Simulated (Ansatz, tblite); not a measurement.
# 1-butyl-3-methylimidazolium tetrafluoroborate (C₈H₁₅BF₄N₂): a ladder of methods and basis sets

Aim: run the singlet of 1-butyl-3-methylimidazolium tetrafluoroborate (C₈H₁₅BF₄N₂) at one geometry on many levels, and compare frontier levels, spin and run time.

The runs use Ansatz 0.2.0, Gaussian basis; as each input shows.

Plan: GFN1-xTB, GFN2-xTB, PBE-D4/def2-TZVP, r2SCAN-D4/def2-TZVP, PBE-D4/def2-SVP, PBE0-D4/def2-SVP, HF/STO-3G, MP2/def2-SVP.

4 further runs of the same task are left out: 4 that didn't finish. Runs told in other sessions of the task aren't counted.

## (1) The geometry

The geometry is that of the singlet, from an earlier relaxation (PBE-D4/def2-SVP).

SMILES `CCCCn1cc[n+](C)c1.F[B-](F)(F)F`, 30 atoms, charge 0, spin multiplicity 1.

Bond lengths: C1–C2 1.530 Å, C1–H11 1.110 Å, C1–H12 1.108 Å, C1–H13 1.110 Å, C2–C3 1.532 Å, C2–H14 1.114 Å, C2–H15 1.113 Å, C3–C4 1.528 Å, C3–H16 1.112 Å, C3–H17 1.112 Å, C4–N5 1.472 Å, C4–H18 1.108 Å, C4–H19 1.108 Å, N5–C6 1.384 Å, N5–C10 1.342 Å, C6–C7 1.375 Å, C6–H20 1.093 Å, C7–N8 1.387 Å and more. Angles: C2–C1–H11 111.3°, C2–C1–H12 111.7°, C2–C1–H13 111.2°, H11–C1–H12 107.6°, H11–C1–H13 107.3°, H12–C1–H13 107.6°, C1–C2–C3 113.0°, C1–C2–H14 109.7°, C1–C2–H15 109.2°, C3–C2–H14 109.1°, C3–C2–H15 109.7°, H14–C2–H15 105.9°, C2–C3–C4 115.4°, C2–C3–H16 110.1°, C2–C3–H17 109.7°, C4–C3–H16 108.9°, C4–C3–H17 106.6°, H16–C3–H17 105.5° and more.

PBE0-D4/def2-TZVP was run before; its log isn't repeated, and its numbers join the tables.

## (2) GFN1-xTB

Tight binding, by tblite at 300 K electronic temperature and without a spin-polarisation term:

```python
tblite.interface.Calculator('GFN1-xTB', numbers, positions, charge=0, uhf=0).singlepoint()
```

Energy -1456.3507 eV, HOMO -11.67 eV, LUMO -8.29 eV; 0.026 s.

## (3) GFN2-xTB

Tight binding, by tblite at 300 K electronic temperature and without a spin-polarisation term:

```python
tblite.interface.Calculator('GFN2-xTB', numbers, positions, charge=0, uhf=0).singlepoint()
```

Energy -1388.0200 eV, HOMO -11.24 eV, LUMO -7.54 eV; 0.02 s.

## (4) PBE-D4/def2-TZVP

start.molden holds the orbitals of an earlier run on this state, given as this run's starting guess.

The input, in.yaml:

```yaml
crystal:
  periodic: [false, false, false]
  atoms:
    - {symbol: C, position_ang: [-4.048554, -1.306507, 0.414397]}
    - {symbol: C, position_ang: [-2.878964, -0.332638, 0.567258]}
    - {symbol: C, position_ang: [-2.052961, -0.181775, -0.714308]}
    - {symbol: C, position_ang: [-0.906839, 0.826047, -0.641853]}
    - {symbol: N, position_ang: [0.131990, 0.455761, 0.333378]}
    - {symbol: C, position_ang: [0.210476, 0.814531, 1.667483]}
    - {symbol: C, position_ang: [1.419096, 0.355069, 2.136512]}
    - {symbol: N, position_ang: [2.048993, -0.275865, 1.074574]}
    - {symbol: C, position_ang: [3.400955, -0.831271, 1.049347]}
    - {symbol: C, position_ang: [1.252287, -0.201045, -0.004976]}
    - {symbol: H, position_ang: [-4.748148, -0.974683, -0.380593]}
    - {symbol: H, position_ang: [-4.628997, -1.399251, 1.353938]}
    - {symbol: H, position_ang: [-3.693558, -2.321138, 0.138322]}
    - {symbol: H, position_ang: [-3.260775, 0.667404, 0.874493]}
    - {symbol: H, position_ang: [-2.222374, -0.675977, 1.397552]}
    - {symbol: H, position_ang: [-1.646558, -1.169142, -1.026188]}
    - {symbol: H, position_ang: [-2.711874, 0.145085, -1.547645]}
    - {symbol: H, position_ang: [-0.378541, 0.914500, -1.611400]}
    - {symbol: H, position_ang: [-1.268063, 1.833007, -0.352755]}
    - {symbol: H, position_ang: [-0.581779, 1.380350, 2.165121]}
    - {symbol: H, position_ang: [1.883231, 0.434975, 3.123549]}
    - {symbol: H, position_ang: [3.380555, -1.918486, 1.260962]}
    - {symbol: H, position_ang: [4.011783, -0.319572, 1.814462]}
    - {symbol: H, position_ang: [3.818016, -0.635038, 0.041999]}
    - {symbol: H, position_ang: [1.494674, -0.527497, -1.028282]}
    - {symbol: F, position_ang: [1.308471, 0.215096, -2.801667]}
    - {symbol: B, position_ang: [2.416599, 1.080562, -2.446532]}
    - {symbol: F, position_ang: [2.909635, 1.725819, -3.554785]}
    - {symbol: F, position_ang: [1.936023, 1.982798, -1.463461]}
    - {symbol: F, position_ang: [3.405212, 0.238903, -1.838922]}
basis:
  gaussian: {orbitals: def2-TZVP, initial_orbitals: start.molden}
hamiltonian: {xc: pbe, dispersion: d4}
scf: {omitted_lower_state_checks: [starts]}
output: {forces: true, orbitals: {seedname: orbitals}}
```

Run with:

```console
$ ansatz run in.yaml --threads 4 --pin off --events-out ev --progress --plain --max-ram 6963MiB
```

Log:

```text
Functional definition: PBE
  name "PBE"
  cite "Perdew, Burke & Ernzerhof, Phys. Rev. Lett. 77, 3865 (1996) doi:10.1103/PhysRevLett.77.3865"
  parent pbe
  parameter kappa = 0.804
  parameter beta = 0.06672455060314922
  exchange = pbe_x(kappa = kappa, mu = beta*pi^2/3)
  correlation = pbe_c(beta = beta)
these checks for a lower state are left out or cut short: starts
3203 factors; their error is unknown
mean field evaluation 1: about -23053.4108 eV, gradient 1.7e1 eV
mean field evaluation 2: about -23053.7292 eV, gradient 3.1e-1 eV
mean field evaluation 4: about -23053.6368 eV, gradient 1.7e-3 eV
mean field -23053.63682372 eV, -847.2055269553 hartree, gradient 2.2e-5 eV, S^2 0.000000; 0 other end points of the search recorded, 0 dependent functions left out
the calculation of the forces begins
reference -23053.63689626 eV, -847.2055296213 hartree; 59, 59 occupied and 496, 496 virtual orbitals, 3203 factors
Total energy: -23054.44785718 eV, -847.2353318853 hartree
Atom 0 at    -4.048554    -1.306507     0.414397 Å, force    -0.183193    -0.160687    -0.058067 eV/Å
Atom 1 at    -2.878964    -0.332638     0.567258 Å, force     0.100927     0.155181     0.239465 eV/Å
Atom 2 at    -2.052961    -0.181775    -0.714308 Å, force    -0.073660    -0.181489    -0.231351 eV/Å
Atom 3 at    -0.906839     0.826047    -0.641853 Å, force    -0.021857     0.228016    -0.115385 eV/Å
Atom 4 at     0.131990     0.455761     0.333378 Å, force     0.163876    -0.091019     0.123214 eV/Å
Atom 5 at     0.210476     0.814531     1.667483 Å, force     0.089847     0.029644     0.150727 eV/Å
Atom 6 at     1.419096     0.355069     2.136512 Å, force    -0.123113     0.070479     0.063836 eV/Å
Atom 7 at     2.048993    -0.275865     1.074574 Å, force    -0.212820     0.111272    -0.056598 eV/Å
Atom 8 at     3.400955    -0.831271     1.049347 Å, force     0.248892    -0.107748    -0.017352 eV/Å
Atom 9 at     1.252287    -0.201045    -0.004976 Å, force    -0.000751    -0.081651    -0.083396 eV/Å
Atom 10 at    -4.748148    -0.974683    -0.380593 Å, force     0.187539    -0.073589     0.203974 eV/Å
Atom 11 at    -4.628997    -1.399251     1.353938 Å, force     0.162550     0.034449    -0.238792 eV/Å
Atom 12 at    -3.693558    -2.321138     0.138322 Å, force    -0.078620     0.264649     0.073387 eV/Å
Atom 13 at    -3.260775     0.667404     0.874493 Å, force     0.078513    -0.245947    -0.086935 eV/Å
Atom 14 at    -2.222374    -0.675977     1.397552 Å, force    -0.164963     0.071910    -0.214624 eV/Å
Atom 15 at    -1.646558    -1.169142    -1.026188 Å, force    -0.095148     0.241480     0.090875 eV/Å
Atom 16 at    -2.711874     0.145085    -1.547645 Å, force     0.155311    -0.064839     0.210003 eV/Å
Atom 17 at    -0.378541     0.914500    -1.611400 Å, force    -0.206920    -0.006912     0.257741 eV/Å
Atom 18 at    -1.268063     1.833007    -0.352755 Å, force     0.077078    -0.256098    -0.062933 eV/Å
Atom 19 at    -0.581779     1.380350     2.165121 Å, force     0.272292    -0.188966    -0.168560 eV/Å
Atom 20 at     1.883231     0.434975     3.123549 Å, force    -0.158270    -0.028590    -0.334057 eV/Å
Atom 21 at     3.380555    -1.918486     1.260962 Å, force    -0.014656     0.303537    -0.054756 eV/Å
Atom 22 at     4.011783    -0.319572     1.814462 Å, force    -0.173413    -0.120876    -0.206493 eV/Å
Atom 23 at     3.818016    -0.635038     0.041999 Å, force    -0.088266    -0.085019     0.323101 eV/Å
Atom 24 at     1.494674    -0.527497    -1.028282 Å, force    -0.118978     0.034304     0.460502 eV/Å
Atom 25 at     1.308471     0.215096    -2.801667 Å, force     0.027571     0.011872    -0.116822 eV/Å
Atom 26 at     2.416599     1.080562    -2.446532 Å, force    -0.029037    -0.125390    -0.087476 eV/Å
Atom 27 at     2.909635     1.725819    -3.554785 Å, force     0.055402     0.077110    -0.088456 eV/Å
Atom 28 at     1.936023     1.982798    -1.463461 Å, force     0.026645     0.162720     0.064195 eV/Å
Atom 29 at     3.405212     0.238903    -1.838922 Å, force     0.097220     0.022197    -0.038966 eV/Å
Dipole moment:    -1.006030    -0.696055     2.123301 e Å
Checks for a lower state left out: starts
```

Run time: 21 s. Hardware: 4 threads of Arm Neoverse V1, shared host; peak memory 1.7 GiB.

From the report: HOMO -6.87 eV, LUMO -2.00 eV.

## (5) r2SCAN-D4/def2-TZVP

Changes to in.yaml since step 4:

```diff
@@ -35,3 +35,3 @@
   gaussian: {orbitals: def2-TZVP, initial_orbitals: start.molden}
-hamiltonian: {xc: pbe, dispersion: d4}
+hamiltonian: {xc: r2scan, dispersion: d4}
 scf: {omitted_lower_state_checks: [starts]}
```

The command is unchanged.

Log:

```text
Functional definition: r2SCAN
  name "r2SCAN"
  cite "Furness, Kaplan, Ning, Perdew & Sun, J. Phys. Chem. Lett. 11, 8208 (2020) doi:10.1021/acs.jpclett.0c02405"
  cite "Furness, Kaplan, Ning, Perdew & Sun, J. Phys. Chem. Lett. 11, 9248 (2020) doi:10.1021/acs.jpclett.0c03077"
  parent r2scan
  parameter k0 = 0.174
  parameter k1 = 0.065
  parameter a1 = 4.9479
  exchange = r2scan_x(k0 = k0, k1 = k1, a1 = a1)
  correlation = r2scan_c
these checks for a lower state are left out or cut short: starts
3203 factors; their error is unknown
mean field evaluation 1: about -23068.5844 eV, gradient 8.4e0 eV
mean field evaluation 2: about -23068.6787 eV, gradient 9.7e-2 eV
mean field evaluation 4: about -23068.6037 eV, gradient 1.0e-3 eV
mean field -23068.60371379 eV, -847.7555500205 hartree, gradient 1.9e-5 eV, S^2 0.000000; 0 other end points of the search recorded, 0 dependent functions left out
the calculation of the forces begins
reference -23068.60373515 eV, -847.7555508055 hartree; 59, 59 occupied and 496, 496 virtual orbitals, 3203 factors
Total energy: -23068.84659061 eV, -847.7644755790 hartree
Atom 0 at    -4.048554    -1.306507     0.414397 Å, force    -0.277108    -0.247327    -0.092136 eV/Å
Atom 1 at    -2.878964    -0.332638     0.567258 Å, force     0.143832     0.236014     0.366489 eV/Å
Atom 2 at    -2.052961    -0.181775    -0.714308 Å, force    -0.105763    -0.271577    -0.357489 eV/Å
Atom 3 at    -0.906839     0.826047    -0.641853 Å, force    -0.022739     0.370288    -0.232585 eV/Å
Atom 4 at     0.131990     0.455761     0.333378 Å, force     0.420005    -0.208564     0.198605 eV/Å
Atom 5 at     0.210476     0.814531     1.667483 Å, force     0.246791    -0.027181     0.175440 eV/Å
Atom 6 at     1.419096     0.355069     2.136512 Å, force    -0.257747     0.114924    -0.013430 eV/Å
Atom 7 at     2.048993    -0.275865     1.074574 Å, force    -0.448900     0.213334    -0.193963 eV/Å
Atom 8 at     3.400955    -0.831271     1.049347 Å, force     0.407057    -0.155636    -0.049053 eV/Å
Atom 9 at     1.252287    -0.201045    -0.004976 Å, force    -0.016200     0.015744     0.038207 eV/Å
Atom 10 at    -4.748148    -0.974683    -0.380593 Å, force     0.343845    -0.131489     0.367466 eV/Å
Atom 11 at    -4.628997    -1.399251     1.353938 Å, force     0.294960     0.063163    -0.433148 eV/Å
Atom 12 at    -3.693558    -2.321138     0.138322 Å, force    -0.138506     0.482706     0.130286 eV/Å
Atom 13 at    -3.260775     0.667404     0.874493 Å, force     0.150136    -0.434943    -0.154463 eV/Å
Atom 14 at    -2.222374    -0.675977     1.397552 Å, force    -0.281180     0.129535    -0.380916 eV/Å
Atom 15 at    -1.646558    -1.169142    -1.026188 Å, force    -0.163812     0.428452     0.161765 eV/Å
Atom 16 at    -2.711874     0.145085    -1.547645 Å, force     0.283952    -0.118923     0.381179 eV/Å
Atom 17 at    -0.378541     0.914500    -1.611400 Å, force    -0.309566    -0.038897     0.470098 eV/Å
Atom 18 at    -1.268063     1.833007    -0.352755 Å, force     0.153939    -0.464988    -0.099650 eV/Å
Atom 19 at    -0.581779     1.380350     2.165121 Å, force     0.441321    -0.316721    -0.291449 eV/Å
Atom 20 at     1.883231     0.434975     3.123549 Å, force    -0.255301    -0.053426    -0.565022 eV/Å
Atom 21 at     3.380555    -1.918486     1.260962 Å, force    -0.031793     0.541218    -0.096792 eV/Å
Atom 22 at     4.011783    -0.319572     1.814462 Å, force    -0.330047    -0.220745    -0.369681 eV/Å
Atom 23 at     3.818016    -0.635038     0.041999 Å, force    -0.197391    -0.132213     0.556149 eV/Å
Atom 24 at     1.494674    -0.527497    -1.028282 Å, force    -0.164724     0.107210     0.691912 eV/Å
Atom 25 at     1.308471     0.215096    -2.801667 Å, force     0.393880     0.301319     0.030292 eV/Å
Atom 26 at     2.416599     1.080562    -2.446532 Å, force    -0.029116    -0.129710    -0.112746 eV/Å
Atom 27 at     2.909635     1.725819    -3.554785 Å, force    -0.133737    -0.169356     0.338317 eV/Å
Atom 28 at     1.936023     1.982798    -1.463461 Å, force     0.157973    -0.185796    -0.249242 eV/Å
Atom 29 at     3.405212     0.238903    -1.838922 Å, force    -0.274060     0.303587    -0.214442 eV/Å
Dipole moment:    -1.017069    -0.706618     2.147861 e Å
Checks for a lower state left out: starts
```

It took 38 s on 4 threads of Arm Neoverse V1, shared host; peak memory 1.8 GiB.

Report: HOMO -7.24 eV, LUMO -1.83 eV.

## (6) PBE-D4/def2-SVP

Changes to in.yaml since step 5:

```diff
@@ -34,5 +34,5 @@
 basis:
-  gaussian: {orbitals: def2-TZVP, initial_orbitals: start.molden}
-hamiltonian: {xc: r2scan, dispersion: d4}
+  gaussian: {orbitals: def2-SVP, initial_orbitals: start.molden}
+hamiltonian: {xc: pbe, dispersion: d4}
 scf: {omitted_lower_state_checks: [starts]}
-output: {forces: true, orbitals: {seedname: orbitals}}
+output: {orbitals: {seedname: orbitals}}
```

The command is unchanged.

Log:

```text
Functional definition: PBE
  name "PBE"
  cite "Perdew, Burke & Ernzerhof, Phys. Rev. Lett. 77, 3865 (1996) doi:10.1103/PhysRevLett.77.3865"
  parent pbe
  parameter kappa = 0.804
  parameter beta = 0.06672455060314922
  exchange = pbe_x(kappa = kappa, mu = beta*pi^2/3)
  correlation = pbe_c(beta = beta)
these checks for a lower state are left out or cut short: starts
3224 factors; their error is unknown
mean field evaluation 1: about -23026.9196 eV, gradient 1.6e1 eV
mean field evaluation 2: about -23027.5257 eV, gradient 4.3e-1 eV
mean field evaluation 4: about -23027.3533 eV, gradient 1.5e-3 eV
mean field -23027.35325819 eV, -846.2396237380 hartree, gradient 1.2e-5 eV, S^2 0.000000; 0 other end points of the search recorded, 0 dependent functions left out
reference -23027.35331646 eV, -846.2396258793 hartree; 59, 59 occupied and 226, 226 virtual orbitals, 3224 factors
Total energy: -23028.16427738 eV, -846.2694281433 hartree
Checks for a lower state left out: starts
```

It took 7.5 s on 4 threads of Arm Neoverse V1, shared host; peak memory 0.58 GiB.

HOMO -6.42 eV, LUMO -1.86 eV.

## (7) PBE0-D4/def2-SVP

Changes to in.yaml since step 6:

```diff
@@ -35,3 +35,3 @@
   gaussian: {orbitals: def2-SVP, initial_orbitals: start.molden}
-hamiltonian: {xc: pbe, dispersion: d4}
+hamiltonian: {xc: pbe0, dispersion: d4}
 scf: {omitted_lower_state_checks: [starts]}
```

Same command.

Log:

```text
Functional definition: PBE0
  name "PBE0"
  cite "Adamo & Barone, J. Chem. Phys. 110, 6158 (1999) doi:10.1063/1.478522"
  cite "Perdew, Burke & Ernzerhof, Phys. Rev. Lett. 77, 3865 (1996) doi:10.1103/PhysRevLett.77.3865"
  parent pbe
  parameter a = 0.25
  parameter kappa = 0.804
  parameter beta = 0.06672455060314922
  exchange = (1 - a)*pbe_x(kappa = kappa, mu = beta*pi^2/3) + a*exact_x
  correlation = pbe_c(beta = beta)
these checks for a lower state are left out or cut short: starts
3224 factors; their error is unknown
mean field evaluation 1: about -23028.6972 eV, gradient 1.4e1 eV
mean field evaluation 2: about -23029.0972 eV, gradient 2.8e-1 eV
mean field evaluation 4: about -23029.0750 eV, gradient 6.0e-4 eV
mean field -23029.07504024 eV, -846.3028980611 hartree, gradient 1.8e-5 eV, S^2 0.000000; 0 other end points of the search recorded, 0 dependent functions left out
reference -23029.07508511 eV, -846.3028997101 hartree; 59, 59 occupied and 226, 226 virtual orbitals, 3224 factors
Total energy: -23029.77268977 eV, -846.3285362085 hartree
Checks for a lower state left out: starts
```

Run time: 15 s. Hardware: 4 threads of Arm Neoverse V1, shared host; peak memory 1.9 GiB.

Report: HOMO -8.20 eV, LUMO -0.90 eV.

## (8) HF/STO-3G

Changes to in.yaml since step 7:

```diff
@@ -34,4 +34,4 @@
 basis:
-  gaussian: {orbitals: def2-SVP, initial_orbitals: start.molden}
-hamiltonian: {xc: pbe0, dispersion: d4}
+  gaussian: {orbitals: STO-3G}
+hamiltonian: {xc: hf}
 scf: {omitted_lower_state_checks: [starts]}
```

Launched as before.

Log:

```text
Functional definition: HF
  name "HF"
  cite "Fock, Z. Phys. 61, 126 (1930) doi:10.1007/BF01340294"
  parent pbe
  exchange = exact_x
  correlation = 0
these checks for a lower state are left out or cut short: starts
1302 factors; integrals over basis functions are off by at most 4.7e-5 eV
mean field evaluation 1: about -22636.2767 eV, gradient 4.0e1 eV
mean field evaluation 2: about -22637.0908 eV, gradient 4.0e1 eV
mean field evaluation 4: about -22642.9781 eV, gradient 2.1e0 eV
mean field evaluation 8: about -22642.9979 eV, gradient 1.5e-4 eV
mean field -22642.99786659 eV, -832.1148236219 hartree, gradient 2.0e-5 eV, S^2 0.000000; 0 other end points of the search recorded, 0 dependent functions left out
reference -22642.99786659 eV, -832.1148236219 hartree; 59, 59 occupied and 31, 31 virtual orbitals, 1302 factors
Total energy: -22642.99786659 eV, -832.1148236219 hartree
Checks for a lower state left out: starts
```

It took 1.3 s on 4 threads of Arm Neoverse V1, shared host.

HOMO -7.08 eV, LUMO 5.49 eV.

## (9) MP2/def2-SVP

Changes to in.yaml since step 8:

```diff
@@ -34,4 +34,4 @@
 basis:
-  gaussian: {orbitals: STO-3G}
-hamiltonian: {xc: hf}
+  gaussian: {orbitals: def2-SVP, initial_orbitals: start.molden}
+correlation: {method: mp2}
 scf: {omitted_lower_state_checks: [starts]}
```

The command is unchanged.

Log:

```text
Functional definition: HF
  name "HF"
  cite "Fock, Z. Phys. 61, 126 (1930) doi:10.1007/BF01340294"
  parent pbe
  exchange = exact_x
  correlation = 0
these checks for a lower state are left out or cut short: starts
2889 factors; integrals over basis functions are off by at most 1.5e-3 eV
mean field evaluation 1: about -22925.6620 eV, gradient 3.7e1 eV
mean field evaluation 2: about -22927.8882 eV, gradient 1.8e0 eV
mean field evaluation 4: about -22928.3622 eV, gradient 1.0e0 eV
mean field evaluation 8: about -22928.3643 eV, gradient 9.0e-5 eV
mean field -22928.36425589 eV, -842.6018450004 hartree, gradient 1.6e-6 eV, S^2 0.000000; 0 other end points of the search recorded, 0 dependent functions left out
15 core orbitals not correlated: weight in the atoms' cores, before any rotation towards them, 1.000 or more for the frozen orbitals, at most 0.000 for the correlated occupied ones
reference -22928.36425589 eV, -842.6018450004 hartree; 44, 44 occupied and 226, 226 virtual orbitals, 2889 factors
second order -61.95465701 eV of doubles, -0.00000000 eV of singles
Total energy: -22990.31891290 eV, -844.8786366511 hartree
Checks for a lower state left out: starts
```

Run time: 17 s. Hardware: 4 threads of Arm Neoverse V1, shared host; peak memory 1.1 GiB.

From the report: Hartree-Fock HOMO -10.42 eV, LUMO 3.07 eV.

## (10) Comparison

```
              level  functions  HOMO (eV)  LUMO (eV)  gap (eV)   time
          HF/STO-3G         90      -7.08       5.49     12.57  1.3 s
    PBE-D4/def2-SVP        285      -6.42      -1.86      4.55  7.5 s
   PBE-D4/def2-TZVP        555      -6.87      -2.00      4.87   21 s
r2SCAN-D4/def2-TZVP        555      -7.24      -1.83      5.41   38 s
   PBE0-D4/def2-SVP        285      -8.20      -0.90      7.30   15 s
  PBE0-D4/def2-TZVP        555      -8.21      -1.02      7.19   46 s
```

The pieces so far (eV):

```
   basis           HF  MP2 correlation              total
def2-SVP  -22928.3643         -61.9547  -22990.3189 (MP2)
```

## (11) Binding energy

Free atoms were run apart at each level; binding is atoms less cluster, divided by the number of atoms, without zero-point or spin-orbit terms.

```
              level  binding an atom (eV)
          HF/STO-3G                 3.624
        HF/def2-SVP                 3.303
    PBE-D4/def2-SVP                 4.632
   PBE-D4/def2-TZVP                 4.556
r2SCAN-D4/def2-TZVP                 4.438
   PBE0-D4/def2-SVP                 4.531
  PBE0-D4/def2-TZVP                 4.458
       MP2/def2-SVP                 4.343
```

## (12) Summary of results

| quantity | value |
| --- | --- |
| gap in def2-TZVP, named functionals, smallest and largest | 4.87 eV (PBE-D4), 7.19 eV (PBE0-D4) |
| correlation energy, MP2/def2-SVP | -61.95 eV |
| binding an atom, functionals in def2-TZVP | 4.44 (r2SCAN-D4) to 4.56 eV (PBE-D4) |
| PBE0 total energy, smallest basis above largest | 26.01 eV (def2-SVP, def2-TZVP) |

**Reading.** Orbital gaps of the named functionals in def2-TZVP span 4.87 eV (PBE-D4) to 7.19 eV (PBE0-D4); exact exchange widens it.

The slowest run with a step of its own, r2SCAN-D4/def2-TZVP, took 38 s; the quickest functional in def2-TZVP took 21 s (shared host).
